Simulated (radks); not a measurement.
# Fractional charge and spin in the 4p shell of rhodium

Aim: the energy as the spin-up occupation of 4p runs from 2 to 3 and the spin-down one from 2 to 3, against the two flat planes that join the four corners. Added charge counts from the emptiest corner (up 2, down 2).

Method: scalar-relativistic Kohn-Sham, PBE, spin-polarised, spherical densities, point nucleus. Code: radks (a radial shooting solver on a logarithmic mesh, Libxc functionals) version 1.

### Step 1. The atom as given

| Quantity | Value |
| --- | --- |
| element | rhodium (Z = 45) |
| configuration | [Ar] 3d10 4s2 4d(up 3.5, down 3.5) 4p(up 3, down 3) |

A shell typed twice in an input gives spin up, then spin down.

### Step 2. 4p: up 3, down 3

The run's settings:

```text
Z 45
configuration [Ar] 3d10 4s2 4d3.5 4d3.5 4p3 4p3
relativity scalar-relativistic
functional pbe,pbe
spin polarised
nucleus point
c 137.035999084
```

### Step 3. 4p: up 3, down 2.5

The run's settings:

```text
Z 45
configuration [Ar] 3d10 4s2 4d3.5 4d3.5 4p3 4p2.5
relativity scalar-relativistic
functional pbe,pbe
spin polarised
nucleus point
c 137.035999084
```

### Step 4. 4p: up 3, down 2

The run's settings:

```text
Z 45
configuration [Ar] 3d10 4s2 4d3.5 4d3.5 4p3 4p2
relativity scalar-relativistic
functional pbe,pbe
spin polarised
nucleus point
c 137.035999084
```

### Step 5. 4p: up 2.5, down 2.5

The run's settings:

```text
Z 45
configuration [Ar] 3d10 4s2 4d3.5 4d3.5 4p2.5 4p2.5
relativity scalar-relativistic
functional pbe,pbe
spin polarised
nucleus point
c 137.035999084
```

### Step 6. 4p: up 2.5, down 2

The run's settings:

```text
Z 45
configuration [Ar] 3d10 4s2 4d3.5 4d3.5 4p2.5 4p2
relativity scalar-relativistic
functional pbe,pbe
spin polarised
nucleus point
c 137.035999084
```

### Step 7. 4p: up 2, down 2

The run's settings:

```text
Z 45
configuration [Ar] 3d10 4s2 4d3.5 4d3.5 4p2 4p2
relativity scalar-relativistic
functional pbe,pbe
spin polarised
nucleus point
c 137.035999084
```

What does the calculation give? Wanted: for each run, down \ up; 2; 2.5; 3.

As calculated:

| down \ up | 2 | 2.5 | 3 |
| --- | --- | --- | --- |
| 2 | 0.000 | -2.130 | 0.000 |
| 2.5 | -2.130 | 0.276 | -1.967 |
| 3 | 0.000 | -1.967 | 0.000 |

**Reading.** The table gives the energy in eV minus the planes, whose edge runs along up + down = one added electron; mirror points follow by spin symmetry. With half an added electron in each spin it lies 0.28 eV above the planes. With half an electron added in spin up alone it lies 2.13 eV below them. The planes are only a guide here: the condition holds for ground states with one frontier orbital, and this shell is degenerate.
